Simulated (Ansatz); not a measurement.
**Cl2FOSi radical: basis-set convergence**

The task here is to estimate one member of a computed series from the others.

Computed with Ansatz 0.2.0, Gaussian basis. Level: one geometry, several basis sets.

The runs, in order: PBE0-D4/def2-SVP; ωB97M-V/def2-SVP; PBE0-D4/def2-QZVPP; ωB97M-V/def2-QZVPP; the functionals' def2-TZVPP values are taken from earlier runs.

## The geometry

An earlier PBE0-D4 in a triple-zeta def2 set relaxation fixed the geometry.

SMILES `[O][Si](F)(Cl)Cl`, 5 atoms, charge 0, spin multiplicity 2.

Atoms are counted from 1 here; the program's logs count them from 0.

Bond lengths: O1–Si2 1.643 Å, Si2–F3 1.574 Å, Si2–Cl4 2.012 Å, Si2–Cl5 2.011 Å. Angles: O1–Si2–F3 113.3°, O1–Si2–Cl4 105.6°, O1–Si2–Cl5 107.2°, F3–Si2–Cl4 108.3°, F3–Si2–Cl5 107.9°, Cl4–Si2–Cl5 114.8°.

Set-up of the first run:

in.yaml reads:

```yaml
crystal:
  periodic: [false, false, false]
  atoms:
    - {symbol: O, position_ang: [1.205179, -1.120893, 0.351019]}
    - {symbol: Si, position_ang: [0.001992, -0.037316, 0.071864]}
    - {symbol: F, position_ang: [-0.944508, 0.175525, 1.311101]}
    - {symbol: Cl, position_ang: [-1.088599, -0.815843, -1.428500]}
    - {symbol: Cl, position_ang: [0.875736, 1.725026, -0.346984]}
basis:
  gaussian: {orbitals: def2-SVP}
magnetization: {spin_polarized: true, initial_magnetization: 1}
hamiltonian: {xc: pbe0, dispersion: d4}
output: {orbitals: {seedname: orbitals}}
```

Among the steps run: PBE0-D4 in def2-SVP; ωB97M-V in def2-SVP; PBE0-D4 in def2-QZVPP; ωB97M-V in def2-QZVPP.

One table of the session follows, with a row left open; its other results are not shown here.

It belongs to the step «Functionals by basis». 

```
functional       basis  HOMO (eV)  LUMO (eV)
   PBE0-D4    def2-SVP      -9.73      -5.57
   PBE0-D4  def2-TZVPP      -9.88      -5.69
   PBE0-D4  def2-QZVPP          ?          ?
   ωB97M-V    def2-SVP     -12.07      -3.29
   ωB97M-V  def2-TZVPP     -12.26      -3.49
   ωB97M-V  def2-QZVPP     -12.31      -3.55
```

Estimate the missing values for PBE0-D4, def2-QZVPP.

As computed: HOMO (eV): -9.92; LUMO (eV): -5.73. In the column «HOMO (eV)» it lies between ωB97M-V, def2-SVP (-12.07) and PBE0-D4, def2-TZVPP (-9.88).
